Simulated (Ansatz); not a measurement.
**V: strong compression**

The task here is to estimate one member of a computed series from the others.

Computed with Ansatz 0.2.0 (DFT LDA, with the methods named in each step, unless a step's input says otherwise).

### The system as given

The structure is hexagonal, space group P6_3/mmc (No. 194). Conventional cell: a = 2.615 Å, b = 2.615 Å, c = 4.236 Å, α = 90.00°, β = 90.00°, γ = 120.00°. V (site symmetry -6m2) has 12 V at 2.60 to 2.61 Å in its first shell of neighbours.

As a file:

```xyz
2
Lattice="2.6149 0.0000 0.0000 -1.3074 2.2645 0.0000 0.0000 0.0000 4.2361" Properties=species:S:1:pos:R:3 pbc="T T T"
V     0.0000    1.5097    1.0590
V     1.3074    0.7548    3.1771
```

Whether this phase is the stable one at these pressures isn't tested.

Atoms are numbered in the order of the input: V1, V2.

The first run:

File input.yaml:

```yaml
crystal:
  lattice:
    - [2.6148716826, 0.0, 0.0]
    - [-1.3074358413, 2.2645453048, 0.0]
    - [0.0, 0.0, 4.2360921258]
  atoms:
    - { symbol: V, position: [0.3333333333, 0.6666666667, 0.25] }
    - { symbol: V, position: [0.6666666667, 0.3333333333, 0.75] }
kpoints:
  mp_grid: { grid: [18, 18, 10] }
scf:
  occupations: { method: fermi_dirac, width: 0.08 }
hamiltonian:
  xc: lda
  pseudopotentials: { kind: paw }
output:
  forces: true
  stress: true
relax:
  f_tol: 0.005
  max_steps: 40
  cell: {}
```

Command:

```console
$ ansatz run input.yaml --threads 1 --pin off --max-ram 2048MiB --backend cpu --events-out ev --progress --plain --runs-dir out
```

Among the steps run: Cell relaxed at zero pressure, PAW; Volume scaled by 1, PAW; Shape and atoms relaxed at 0.88 of the volume, PAW; Volume scaled by 0.88, PAW; Shape and atoms relaxed at 0.78 of the volume, PAW; Volume scaled by 0.78, PAW; Shape and atoms relaxed at 0.68 of the volume, PAW; Volume scaled by 0.68, PAW; Shape and atoms relaxed at 0.58 of the volume, PAW; Volume scaled by 0.58, PAW; Shape and atoms relaxed at 0.5 of the volume, PAW; Volume scaled by 0.5, PAW; Shape and atoms relaxed at 0.43 of the volume, PAW; Volume scaled by 0.43, PAW; Volume scaled by 0.43, PAW (source ansatz).

One of the session's tables, all rows but one given; the rest of the session is left out.

| method | volume over the first | volume (Å³/atom) | pressure (GPa) |
| --- | --- | --- | --- |
| PAW | 1 | 12.898 | 0.00 |
| PAW | 0.88 | ? | ? |
| PAW | 0.78 | 10.060 | 77.25 |
| PAW | 0.68 | 8.770 | 151.83 |
| PAW | 0.58 | 7.481 | 279.17 |
| PAW | 0.5 | 6.449 | 450.03 |
| PAW | 0.43 | 5.546 | 694.32 |
| PAW (source ansatz) | 0.43 | 5.546 | 703.89 |

Estimate the missing values for PAW, 0.88.

**Answer.** volume (Å³/atom): 11.350; pressure (GPa): 32.07. In the column «volume (Å³/atom)» it lies between PAW, 0.78 (10.060) and PAW, 1 (12.898).

Caveats from the session: At pressures up to 704 GPa the PAW spheres may overlap and frozen cores may not hold, so those PAW values are rough without an all-electron check.
